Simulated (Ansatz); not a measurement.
**In2BiP: a single-point run**

The task is a single-point run on In2BiP. The structure is shown as the input types it. The cell is built on a prototype (ordering on zincblende) and needn't be the phase found in nature.

Method: density functional or hybrid calculation with the settings of its input, plane waves (as first typed), in Ansatz 0.2.0.

4 further runs of the same task are left out: 1 for a known fault of the program, 3 that didn't finish.

## Step 1: The starting structure

Symmetry: P-4m2, No. 115, tetragonal system. Conventional cell: a = 4.459 Å, b = 4.459 Å, c = 6.367 Å, α = 90.00°, β = 90.00°, γ = 90.00°. P (site symmetry -4m2) is surrounded by 4 In at 2.63 Å. Around In (site symmetry 2mm) lie 2 P at 2.63 Å and 2 Bi at 2.86 Å. Bi (site symmetry -4m2) is surrounded by 4 In at 2.86 Å.

As a file:

```
P In Bi
1.0
     4.45895    0.00000    0.00000
     0.00000    4.45895    0.00000
     0.00000    0.00000    6.36747
P In Bi
1 2 1
Direct
  0.00000 0.00000 0.00000
  0.00000 0.50000 0.78142
  0.50000 0.00000 0.21858
  0.50000 0.50000 0.50000
```

## Step 2: The run

The input, input.yaml:

```yaml
crystal:
  lattice:
    - [4.458949133, 0.0, 0.0]
    - [0.0, 4.458949133, 0.0]
    - [0.0, 0.0, 6.3674688686]
  atoms:
    - { symbol: P, position: [0.0, 0.0, 0.0] }
    - { symbol: In, position: [0.0, 0.5, 0.7814218993] }
    - { symbol: Bi, position: [0.5, 0.5, 0.5] }
    - { symbol: In, position: [0.5, 0.0, 0.2185781007] }
kpoints:
  mp_grid: { grid: [4, 4, 4] }
hamiltonian:
  xc: pbe
scf:
  occupations: { method: fermi_dirac, width: 0.02 }
  n_extra_bands: 5
  convergence: { dr2_threshold: 1.0 }
  max_iter: 78
output:
  forces: true
  stress: true
  eigenvalues: true
```

Started as:

```bash
ansatz run input.yaml --threads 4 --pin off --max-ram 3686MiB --backend cpu --events-out ev --progress --plain --runs-dir out
```

Q: Will this input give a usable result? If not, why, and what should change?

This run ends as converged, with warnings (force scf threshold loose, stress scf threshold loose). Its log warns: «scf.convergence.dr2_threshold = 1e0 eV is looser than this run's default, which is 1e-7 eV or tighter. The error in the forces grows as the threshold's square root ...»

The threshold asked is loose, but the program put off the close and ended at dr2 = 8.2e-9, so little accuracy was lost here.

Run again and compare: delete scf.convergence.dr2_threshold (the default then holds).
